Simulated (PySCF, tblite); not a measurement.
# C₅H₇Cl₂ radical: geometry, infrared bands and EPR parameters

Wanted: the infrared bands and EPR parameters of C₅H₇Cl₂ radical (`Cl[C](Cl)C1CCC1`), by calculation.

Computed with tblite 0.8.0 and PySCF 2.14.0, with density-fitted response routines of our own, on a single molecule in the gas phase. Atoms are numbered from 0 throughout.

### 1 Starting geometry

14 atoms, charge 0, multiplicity 2; geometry from: force field or distance geometry start.

Bonds of the start (Å): Cl0–C1 1.75, C1–Cl2 1.74, C1–C3 1.47, C3–C4 1.49, C4–C5 1.54, C5–C6 1.52, C6–C3 1.53, C3–H7 1.11, C4–H8 1.10, C4–H9 1.11, C5–H10 1.09, C5–H11 1.10, C6–H12 1.10, C6–H13 1.10.

### 2 Optimising the geometry with GFN2-xTB

Job settings and geometry (Å):

```
{"job": {"kind": "relax", "xc": "GFN2-xTB", "basis": "xTB"}, "charge": 0, "multiplicity": 2}
Cl     1.943500    -0.791200     1.759600
C      1.812300    -0.443700     0.048400
Cl     3.240600     0.166300    -0.733800
C      0.496400    -0.093000    -0.502200
C     -0.239700     1.095100     0.021300
C     -1.511300     0.232000    -0.065700
C     -0.579500    -0.947500     0.166400
H      0.452800    -0.211700    -1.609600
H     -0.003900     1.441900     1.037200
H     -0.266600     1.969000    -0.655700
H     -2.228300     0.364600     0.741400
H     -1.910900     0.139900    -1.089800
H     -0.357700    -1.054300     1.241900
H     -0.848300    -1.867900    -0.381600
```

Started as:

```
$ OMP_NUM_THREADS=1 python probes_run.py task.json out
```

One launch serves the whole session: the jobs run in the order shown.

**Question.** This job is followed by: GFN2-xTB harmonic vibrations, gas phase; UKS B3LYP, pcH-1 on C Cl H, non-relativistic, mean-field spin-orbit, GIAO. Predict these results of the whole session: strongest single infrared mode (GFN2-xTB); zero-point energy (GFN2-xTB); g(iso) (B3LYP); ⟨S²⟩; largest a(iso) (averaged by class); potential on the surface of density 0.002 e/bohr³, 1st and 99th percentile.

**Answer**, as computed:

| quantity | value |
| --- | --- |
| strongest single infrared mode (GFN2-xTB) | 3038 cm⁻¹, 64 km/mol |
| zero-point energy (GFN2-xTB) | 66.7 kcal/mol |
| g(iso) (B3LYP) | 2.00789 |
| ⟨S²⟩ | 0.754 (exact 0.75) |
| largest a(iso) (averaged by class) | 13C on C1, 225.9 MHz |
| potential on the surface of density 0.002 e/bohr³, 1st and 99th percentile | -0.49 V and 0.85 V |

**Reading.** The optimisation took 57 steps and gained 0.543 eV; among the close pairs (by a distance rule), C3–C4 changed most, from 1.492 to 1.561 Å. No mode is imaginary among the 36: a minimum at this level. The strongest single mode, at 3038 cm⁻¹, moves mainly H12. Unscaled tight-binding wavenumbers are off by several per cent, some by more. Its intensities can rank the bands wrongly. C1 carries the largest spin population, 0.81 e. The isotropic g lies 5.6 ppt above the free-electron value. These values are for one conformer; the search (at its own cheap level) found 1 more, at 1.45 kcal/mol, and measured spectra average over such forms.
